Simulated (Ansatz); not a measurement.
A nudged elastic band was laid between two geometries of a periodic cell of 39 atoms, Al$_{16}$NO$_{22}$ (host Al2O3, host structure R-3c, dopant N, one O atom removed), cell charge +1.

Method: DFT PBE-D3(BJ), scalar-relativistic, plane waves, PAW (Ansatz). Settings: PAW set soft_1, cutoff 420 eV, k mesh 2x2x2, gaussian smearing 0.05 eV, no spin polarisation.

```
movable images  : 5
climbing image  : yes
spring          : 5.0 eV/Å²
optimiser       : quadratic models (default)
start path      : IDPP
force threshold : 0.05 eV/Å
iteration limit : 49
end points      : relaxed
```

Initial state:

```xyz
39
Lattice="-4.8050 -2.7742 4.3721 4.8050 -2.7742 4.3721 0.0000 5.5484 4.3721" Properties=species:S:1:pos:R:3
Al -0.036 -0.004 1.941
Al -0.027 -0.009 4.604
Al -0.124 -0.056 8.417
Al -0.110 -0.010 11.256
O 0.921 1.327 7.737
O -0.773 1.481 5.488
O 0.769 -1.500 7.615
O -1.736 0.037 7.661
O 1.666 -0.097 5.447
O -0.936 -1.404 5.442
Al 0.018 -2.772 6.296
Al 0.024 -2.742 9.017
Al -0.006 2.763 4.127
Al 0.010 2.748 6.825
O -3.847 1.403 7.672
N -0.548 -1.189 9.856
O 0.716 1.268 3.279
O 3.107 0.132 7.700
O -3.107 -0.137 5.442
O 3.873 -1.379 5.456
Al -2.341 1.201 6.435
Al -2.422 1.394 9.060
Al 2.382 -1.306 4.133
Al 2.411 -1.380 6.799
O -1.452 -2.773 7.642
O -3.162 -2.667 5.467
O 3.070 2.751 7.627
O 0.716 -1.277 3.270
O -0.718 1.318 9.812
O 1.438 2.759 5.483
Al 2.492 1.386 6.182
Al 2.481 1.566 8.838
Al -2.398 -1.397 4.091
Al -2.429 -1.469 6.776
O -1.478 -0.001 3.266
O 1.678 -2.664 5.450
O -1.706 2.635 7.578
O 0.771 -4.100 7.572
O -0.779 4.049 5.435
```

Final state:

```xyz
39
Lattice="-4.8050 -2.7742 4.3721 4.8050 -2.7742 4.3721 0.0000 5.5484 4.3721" Properties=species:S:1:pos:R:3
Al 0.017 0.017 1.947
Al 0.018 0.028 4.609
Al 0.060 0.089 8.411
Al 0.106 0.078 11.250
O 0.883 1.489 7.668
O -0.746 1.504 5.466
O 0.704 -1.517 7.622
O -1.644 0.056 7.723
O 1.684 -0.077 5.487
O -0.919 -1.370 5.456
Al 0.000 -2.755 6.235
Al 0.126 -2.921 8.860
Al -0.015 2.769 4.123
Al -0.064 2.831 6.790
O -3.895 1.357 7.680
N 1.300 -0.122 9.810
O 0.736 1.278 3.285
O 3.133 0.148 7.595
O -3.137 -0.152 5.481
O 3.905 -1.365 5.435
Al -2.447 1.382 6.277
Al -2.418 1.371 8.999
Al 2.416 -1.410 4.098
Al 2.411 -1.389 6.796
O -1.434 -2.755 7.717
O -3.125 -2.667 5.480
O 3.191 2.639 7.558
O 0.744 -1.260 3.281
O -0.787 1.280 9.856
O 1.464 2.761 5.473
Al 2.204 1.408 6.457
Al 2.355 1.308 9.112
Al -2.322 -1.406 4.147
Al -2.400 -1.397 6.832
O -1.460 0.012 3.271
O 1.693 -2.641 5.439
O -1.682 2.644 7.653
O 0.832 -4.027 7.633
O -0.753 4.056 5.476
```

(1) What changes between the two ends?

(2) Give the energies along the band, and the barrier.

(3) What is the geometry of the highest image?

## Answers

(1) Contacts lost: Al12–N16, N16–Al31. Contacts made: N16–Al21, N16–Al32. The atom that moves furthest is N16, by 2.13 Å.

(2) The run converged. The highest image is number 3 of 0 to 6, 0.92 eV above the ends, which have the same energy within 2 meV. By the program's own check the climbing image is a first-order saddle point (lowest curvatures found: -0.61 and 2.70 eV/Å²). Limits of this set-up: charged cell in a uniform background, uncorrected.

| image | path coordinate (Å) | energy (eV) | Al12–N16 (Å) | N16–Al31 (Å) | N16–Al21 (Å) |
| --- | --- | --- | --- | --- | --- |
| 0 | 0.00 | 0.00 | 1.86 | 1.91 | 3.18 |
| 1 | 0.36 | 0.35 | 1.85 | 2.22 | 2.84 |
| 2 | 0.73 | 0.81 | 1.87 | 2.65 | 2.49 |
| 3 | 1.09 | 0.92 | 1.93 | 3.05 | 2.15 |
| 4 | 1.61 | 0.92 | 2.20 | 3.54 | 1.91 |
| 5 | 2.12 | 0.58 | 2.69 | 3.90 | 1.86 |
| 6 | 2.63 | 0.00 | 3.18 | 3.80 | 1.85 |

(3) 
```xyz
39
Lattice="-4.8050 -2.7742 4.3721 4.8050 -2.7742 4.3721 0.0000 5.5484 4.3721" Properties=species:S:1:pos:R:3:forces:R:3
Al 0.020 0.030 1.952 0.00 -0.01 0.00
Al -0.037 0.007 4.605 0.00 0.00 0.00
Al -0.039 0.011 8.358 -0.01 -0.04 0.00
Al -0.030 0.041 11.303 -0.01 0.00 -0.01
O 0.925 1.403 7.710 0.01 0.01 0.00
O -0.822 1.504 5.472 0.00 0.00 0.00
O 0.778 -1.493 7.478 -0.02 0.00 0.02
O -1.708 0.068 7.678 0.00 -0.01 0.00
O 1.686 -0.069 5.438 0.00 0.00 0.01
O -0.897 -1.416 5.417 0.00 0.00 0.00
Al 0.040 -2.760 6.259 0.00 0.01 -0.01
Al 0.152 -2.690 8.977 0.00 0.00 0.00
Al -0.003 2.740 4.157 0.01 0.01 0.00
Al -0.083 2.799 6.812 0.00 0.00 0.00
O -3.878 1.379 7.824 0.00 -0.02 0.02
N 0.326 -0.976 9.850 0.04 -0.01 -0.04
O 0.732 1.275 3.289 0.00 0.00 0.00
O 3.114 0.173 7.654 -0.01 0.00 0.00
O -3.045 -0.263 5.450 0.00 0.00 0.00
O 3.914 -1.326 5.452 0.00 0.00 0.00
Al -2.588 1.270 6.345 -0.02 0.00 0.00
Al -2.415 1.369 9.047 0.00 0.00 -0.01
Al 2.412 -1.283 4.113 0.00 -0.01 0.00
Al 2.449 -1.396 6.766 0.01 0.00 0.00
O -1.405 -2.709 7.713 0.00 0.01 0.00
O -3.121 -2.700 5.510 0.00 0.01 0.01
O 3.110 2.713 7.593 -0.01 -0.01 0.01
O 0.732 -1.272 3.276 0.00 0.00 0.00
O -0.748 1.337 9.828 -0.01 0.00 0.00
O 1.447 2.732 5.510 0.00 0.00 0.00
Al 2.244 1.374 6.378 0.00 0.00 0.00
Al 2.526 1.565 8.897 0.01 0.00 -0.01
Al -2.365 -1.422 4.117 0.00 0.00 0.00
Al -2.383 -1.441 6.792 0.00 0.00 0.00
O -1.461 0.007 3.259 -0.01 0.00 0.00
O 1.721 -2.655 5.416 0.00 0.01 0.01
O -1.759 2.644 7.567 0.01 0.00 0.00
O 0.799 -4.052 7.597 0.01 0.02 0.02
O -0.770 4.060 5.478 0.00 0.00 -0.01
```

Run time: 13 min on 2 threads of Intel(R) Xeon(R) Platinum 8488C (Sapphire Rapids), with other jobs on the host, peak memory 2 GiB.
